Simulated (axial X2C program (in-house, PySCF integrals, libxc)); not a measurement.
**FeF⁻: the levels of the configuration d7 s1**

Aim: the spin–orbit levels of FeF⁻ that arise from the configuration d7 s1 of Fe, and how they move with the bond.

Computed with an in-house X2C program for linear molecules on PySCF integrals. Level: two-component X2C, average-of-configuration Hartree–Fock and CI in the open shells.

All values are calculated.

### 1 Input

task.json reads:

```json
{"zs": [26, 9], "q": -1, "bas": ["dyall-v4z", "dyall-v4z"], "r0": 1.8, "metal": 0, "shells": [[2, [0, 1, 2], 7], [0, [0], 1]], "fix": 0, "emax": 3.2, "nroots": 4}
```

Keys: zs atomic numbers; q charge; bas basis sets; r0 starting distance in Å; metal index of the metal atom; shells open shells as [l, |m| values, electrons]; fix electron count of the first shell held; emax energy window in eV; nroots roots for each Ω.

On the command line:

```
$ python soci.py task.json out
```

Two-component X2C with atomic mean-field Coulomb and Gaunt terms, basis Fe dyall-v4z, F dyall-v4z (cores contracted in-house). Orbitals come from Hartree–Fock averaged over the configuration Fe d7 s1; CI then distributes these electrons over the d, s shells of Fe.

### 2 CI at R = 1.948 Å

**Question.** What will these runs give? Wanted: lowest level of the model; next level; lowest curve, Re and ωe.

The runs gave:

| quantity | value |
| --- | --- |
| lowest level of the model | Ω = 4, g∥ = 11.82, 98% d7 s1 |
| next level | Ω = 3, 114 cm⁻¹ higher |
| lowest curve, Re and ωe | 1.927 Å, 431.3 cm⁻¹ |

What this shows: In the lowest level ⟨Sz⟩ = 1.90 and ⟨Lz⟩ = 2.10; its leading determinant has weight 0.79 among 24. From 1.948 to 2.104 Å the gap from the lowest to the fifth level goes from 446 to 406 cm⁻¹. Without dynamic correlation distances can be off by several hundredths of an Å, and the wavenumbers are rough. There is no dynamic correlation: spin–orbit spacings and, for f shells, spacings inside one term are the most reliable numbers, splittings between terms come out too wide, and energies between configurations are not reliable, so the lowest level need not be the ground state of the molecule. For d shells the ligand-field splittings (σ, π, δ) and their order can be off by a thousand cm⁻¹ or more. At most 4 roots were kept for each Ω > 0 (twice that for Ω = 0) within 3.2 eV of the lowest, so higher up levels can be missing between those listed; levels with Ω > 0 are doubly degenerate and listed once, Ω = 0 levels singly. For an anion, levels above electron detachment are held by the basis set.
